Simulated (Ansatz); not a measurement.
**SbH3S: one species, many methods**

How much do the methods differ for SbH3S? The plan is to run it at one geometry with functionals of several rungs and with coupled cluster. The yardstick is the atomisation energy at the CCSD(T) limit.

Method: functionals in def2-TZVPP, the program's frozen cores in correlated methods; program: Ansatz 0.2.0, Gaussian basis.

Plan: LDA (SPW92), PBE-D4, revPBE-D4, BLYP-D4, r2SCAN-D4, B97M-V, PBE0-D4, B3LYP-D4, r2SCANh-D4, r2SCAN0-D4, HSE06-D4, BHLYP-D4, CAM-B3LYP-D4, LC-ωPBE, ωB97X-V, ωB97M-V, B2PLYP, PBE-QIDH; CCSD(T)/def2-SVP; CCSD(T)/def2-TZVPP; MP2/def2-QZVPP; extrapolation to the limit; RPA on PBE.

## Step 1: The geometry

The geometry comes from an earlier relaxation with PBE0-D4 in a triple-zeta def2 set; it is a stationary point. Sb takes the def2 core potential; no spin-orbit term is included.

SMILES `[SH][SbH2]`, 5 atoms, charge 0, spin multiplicity 1.

Atoms are counted from 1 here; the program's logs count them from 0.

Bond lengths: S1–Sb2 2.426 Å, S1–H3 1.342 Å, Sb2–H4 1.710 Å, Sb2–H5 1.710 Å. Angles: Sb2–S1–H3 93.1°, S1–Sb2–H4 94.5°, S1–Sb2–H5 94.3°, H4–Sb2–H5 90.5°.

## Step 2: LDA

This LDA is Slater exchange with PW92 correlation.

Input file in.yaml:

```yaml
crystal:
  periodic: [false, false, false]
  atoms:
    - {symbol: S, position_ang: [0.495193, -0.808269, 1.178667]}
    - {symbol: Sb, position_ang: [-0.166560, 0.212099, -0.920531]}
    - {symbol: H, position_ang: [0.965916, -1.912349, 0.578253]}
    - {symbol: H, position_ang: [-1.710939, 0.685248, -0.357827]}
    - {symbol: H, position_ang: [0.466390, 1.749572, -0.519962]}
basis:
  gaussian: {orbitals: def2-TZVPP}
hamiltonian: {xc: lda}
output: {orbitals: {seedname: orbitals}}
```

Launch:

```bash
$ ansatz run in.yaml --threads 2 --pin off --events-out ev --progress --plain --max-ram 4352MiB
```

The runs that follow: PBE-D4 (GGA); revPBE-D4 (GGA); BLYP-D4 (GGA); r2SCAN-D4 (meta-GGA); B97M-V (meta-GGA); B3LYP-D4 (hybrid); r2SCANh-D4 (hybrid); r2SCAN0-D4 (hybrid); HSE06-D4 (hybrid); BHLYP-D4 (hybrid); CAM-B3LYP-D4 (range-separated); LC-ωPBE (range-separated); ωB97X-V (range-separated); ωB97M-V (range-separated); B2PLYP (double hybrid); PBE-QIDH (double hybrid); CCSD(T) in def2-SVP; CCSD(T) in def2-TZVPP; MP2 in def2-QZVPP; RPA on PBE orbitals.

Q: Predict the results of all the runs planned. Wanted: atomisation energy, CCSD(T)/CBS; farthest beyond LDA; mean size of error, GGA; mean size of error, meta-GGA; mean size of error, hybrid; mean size of error, range-separated; mean size of error, double hybrid; gap, smallest and largest; T1 diagnostic.

The runs gave:

```
                               quantity                                             value
        atomisation energy, CCSD(T)/CBS                                     1166.1 kJ/mol
 functionals within 11.7 kJ/mol (1.0 %)  PBE-D4, BLYP-D4, B3LYP-D4, CAM-B3LYP-D4, ωB97M-V
                    farthest beyond LDA                            LC-ωPBE (-57.7 kJ/mol)
                mean size of error, GGA                                       11.6 kJ/mol
           mean size of error, meta-GGA                                       21.5 kJ/mol
             mean size of error, hybrid                                       24.4 kJ/mol
    mean size of error, range-separated                                       21.1 kJ/mol
      mean size of error, double hybrid                                       39.7 kJ/mol
              gap, smallest and largest         3.97 eV (LDA (SPW92)), 10.81 eV (LC-ωPBE)
                          T1 diagnostic                                            0.0131
triples share of the correlation energy                                             3.4 %
```

**Reading.** The LDA atomisation energy is off by 188.0 kJ/mol (16 %): it overbinds. PBE-D4 misses by +5.0 kJ/mol. Double hybrids carry the basis error of their MP2 part in triple zeta, and no dispersion term here, so their miss is partly the set-up's. Taken by rung, GGA functionals do best (11.6 kJ/mol on average) and double hybrid ones worst beyond LDA (39.7 kJ/mol). The reference freezes the cores and leaves out spin-orbit coupling and excitations past (T), and its outer-core shells are covered unevenly, so misses under about 11.7 kJ/mol can't be ranked. All levels share the lack of spin-orbit coupling, which lowers the free heavy atoms and so the true binding. Hartree-Fock recovers 63 % of the binding; the rest is correlation. CCSD(T) in def2-SVP is off by -151.1 kJ/mol, worse than the median functional, from the basis alone. The gap grows from 4.0 to 10.8 eV across the functionals, mostly with the share of exact exchange. Correlated methods include outer-core shells of Sb, which these sets cover unevenly.
